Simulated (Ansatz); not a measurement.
CsLiCr2Te2S3:

```
Cs Li Cr Te S
1.0
     3.60358    0.00000    0.00000
    -1.80179    3.12079    0.00000
     0.00000    0.00000   19.06651
Cs Li Cr Te S
1 1 2 2 3
Direct
  0.00000 0.00000 0.37399
  0.66667 0.33333 0.01607
  0.00000 0.00000 0.86637
  0.33333 0.66667 0.16833
  0.33333 0.66667 0.53891
  0.66667 0.33333 0.77276
  0.00000 0.00000 0.10030
  0.33333 0.66667 0.92920
  0.66667 0.33333 0.23408
```

The cell was built by a generator and needn't be a form met in nature.

Base run:

```yaml
Program: Ansatz 0.2.0
Functional: PBE
Potentials_or_basis: Ansatz PAW
Cutoff: 420 eV
Density_cutoff: 1680 eV
k_mesh: 9 × 9 × 2
Occupations: fermi-dirac, width 0.05 eV
Spin: collinear spin, ferromagnetic start
Starting_moments: "[0.0, 0.0, 3.0, 3.0, 0.0, 0.0, 0.0, 0.0, 0.0] μB"
```

Its results: band gap on the k mesh none (metal or under the smearing width); pressure 0.0 GPa; net moment 5.64 μB per cell; site moments Cs +0.00; Li -0.01; Cr +2.58, +2.74; Te -0.01, -0.15; S -0.05, -0.06 μB; largest force 0.033 eV/Å.

Q: The run is repeated on the same cell with these changes: functional from PBE to BLYP. What comes out?

A: Band gap on the k mesh none (metal or under the smearing width); pressure 3.7 GPa; net moment 5.65 μB per cell; site moments Cs +0.00; Li -0.00; Cr +2.56, +2.72; Te -0.00, -0.13; S -0.03, -0.04 μB; largest force 0.303 eV/Å.

BLYP binds less tightly than PBE, so the same cell stands under more pressure.

Caveats: only a ferromagnetic start was run, and an antiferromagnetic order may lie lower in energy; the potentials were made for another functional, which shifts forces and pressure (some runs); the PAW data sets come from PBE, with cores solved anew for the run's functional, which leaves a small shift of forces and pressure (some runs).

Not every run made on this cell is shown here.
